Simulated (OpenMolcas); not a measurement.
# Zr²⁺ among point charges: CASSCF levels and susceptibility

How does a field of 4 point charges split the states of Zr²⁺, and what χT follows?

Program: OpenMolcas 26.06. Level of theory: state-averaged CASSCF, spin-orbit coupling by RASSI with atomic mean-field integrals. These are calculated values, not measurements, unless marked.

1 further run of the same task is left out (it didn't finish).

### Step 1. Starting point

| Quantity | Value |
| --- | --- |
| Species | Zr²⁺ (zirconium, Z = 40, 38 electrons) |
| Basis | ANO-RCC-VDZP [6s5p3d1f], 43 functions |
| Scalar Hamiltonian | DKH2, point nucleus |
| Inactive shells | 1s 2s 2p 3s 3p 3d 4s 4p |
| Active space | 2 electrons in 5 orbitals (4d) |
| Some configurations of this space | 4d² |
| Orbitals | optimised for each spin and parity, averaged over all roots |

The outer shells:

4d2
```
4d [↑ ][↑ ][  ][  ][  ]
```

The ion sits among 4 point charges of -2 e arranged as a tetrahedron (Td), 1.86 Å from the ion. The active orbitals were held to one l.

Each step is its own input file, run in one work folder so that later steps find the files of earlier ones. Labels, J, g values, rates, χT and fits are worked out afterwards by a script from the matrices that RASSI stores.

### Step 2. GATEWAY and SEWARD: basis and integrals

Input file a.inp:

```
&GATEWAY
Coord
1

Zr 0.0 0.0 0.0
Basis=ANO-RCC-VDZP
Group=NoSym
NoMove
AngMom=0.0 0.0 0.0
AMFI
XField
4 Angstrom 0
1.073872 1.073872 1.073872 -2.000000
1.073872 -1.073872 -1.073872 -2.000000
-1.073872 1.073872 -1.073872 -2.000000
-1.073872 -1.073872 1.073872 -2.000000
&SEWARD
```

Command:

```bash
> OMP_NUM_THREADS=1 MOLCAS_MEM=1689 MOLCAS_PROJECT=a pymolcas a.inp > a.log
```

### Step 3. CASSCF: triplets, 10 roots

Input file a.inp:

```
&RASSCF
FileOrb=start.orb
Symmetry=1
Spin=3
nActEl=2 0 0
Inactive=18
Ras2=5
CIRoot=10 10 1
SDav=10
CIMx=300
Iter=120 100
PrWF=0.3
OrbListing=Nothing
MaxOrb=0
SupSym
1
15 10 11 12 13 14 19 20 21 22 23 32 33 34 35 36
>>> COPY $Project.JobIph JOB001
```

start.orb holds the contracted functions of the basis, ordered by shell, or the orbitals of the step before.

### Step 4. Reference wave functions, singlets, 15 roots

Input file a.inp:

```
&RASSCF
FileOrb=start.orb
Symmetry=1
Spin=1
nActEl=2 0 0
Inactive=18
Ras2=5
CIRoot=15 15 1
SDav=15
CIMx=300
Iter=120 100
PrWF=0.3
OrbListing=Nothing
MaxOrb=0
SupSym
1
15 10 11 12 13 14 19 20 21 22 23 32 33 34 35 36
>>> COPY $Project.JobIph JOB002
```

### Step 5. State interaction with spin-orbit coupling

Input file a.inp:

```
&RASSI
NrOfJobIphs=2 10 15
1 2 3 4 5 6 7 8 9 10
1 2 3 4 5 6 7 8 9 10 11 12 13 14 15
IphNames
JOB001
JOB002
EJob
SpinOrbit
DIPRint=1.0
SOCoupling=1000.0
Subsets=2
Property=9
'ANGMOM' 1 'ANGMOM' 2 'ANGMOM' 3 'MLTPL  1' 1 'MLTPL  1' 2 'MLTPL  1' 3
'AMFI' 1 'AMFI' 2 'AMFI' 3
SOProperty=3
'ANGMOM' 1 'ANGMOM' 2 'ANGMOM' 3
```

Q: Predict the outcome of this session. Wanted: spin-free ground state; first state of the same spin within the active space; lowest level; next level.

As calculated:

| quantity | value |
| --- | --- |
| method | CASSCF |
| spin-free ground state | 3A2, 1-fold in its orbital part |
| first state of the same spin within the active space | 3T2 at 21700 cm⁻¹ |
| lowest level | 3-fold T2 |
| next level | 7584.2 cm⁻¹ |
| χT at 300 K | 0.98 cm³ K/mol |
| effective moment at 300 K | 2.80 μB |

In words: The spin-free ground state (3A2) comes to 100 % from free-ion F terms and keeps the highest spin of the shell. χT at 300 K is 0.98, against 1.00 cm³ K/mol for the spin alone; near agreement at one temperature doesn't show that the orbital moment is quenched. A ligand-field fit to the states below 45000 cm-1 gives 10Dq = -22145 cm-1, B = 506 cm-1 and C = 1949 cm-1 (C/B = 3.85), with a deviation of 126 cm-1. The field of point charges can differ much from that of real complexes. Point charges carry no covalency, so the field is a model and not that of real ligands.
